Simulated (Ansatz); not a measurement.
# Ir: the cost of one run

Program: Ansatz 0.2.0. Level of theory: DFT PBEsol, scalar-relativistic, plane waves, PAW. These are calculated values, not measurements.

1 further run of the same task is left out (it didn't finish).

### Step 1. The starting structure

Symmetry: Fm-3m, No. 225, cubic system. Conventional cell: a = 3.839 Å, b = 3.839 Å, c = 3.839 Å, α = 90.00°, β = 90.00°, γ = 90.00°. Ir (site symmetry m-3m) is surrounded by 12 Ir at 2.71 Å.

As a file:

```
Ir
1.0
     0.00000    1.91970    1.91970
     1.91970    0.00000    1.91970
     1.91970    1.91970    0.00000
Ir
1
Direct
  0.00000 0.00000 0.00000
```

The structure comes from the Crystallography Open Database.

### Step 2. Quick check of gap, pressure and forces

input.yaml reads:

```yaml
crystal:
  lattice:
    - [0.0, 1.9197, 1.9197]
    - [1.9197, 0.0, 1.9197]
    - [1.9197, 1.9197, 0.0]
  atoms:
    - { symbol: Ir, position: [0.0, 0.0, 0.0] }
basis:
  ecutwfc: 420
kpoints:
  mp_grid: { grid: [8, 8, 8] }
hamiltonian:
  xc: pbesol
scf:
  occupations: { method: gaussian, width: 0.1 }
output:
  forces: true
  stress: true
  eigenvalues: true
```

On the command line:

```
$ ansatz run input.yaml --threads 2 --pin off --max-ram 5120MiB --backend cpu --events-out ev --progress --plain --runs-dir out
```

What time and memory should one allow on 2 threads of AMD EPYC 7R43 (Zen 3), shared host?

About 1.1 s, with a peak of 0.31 GiB.
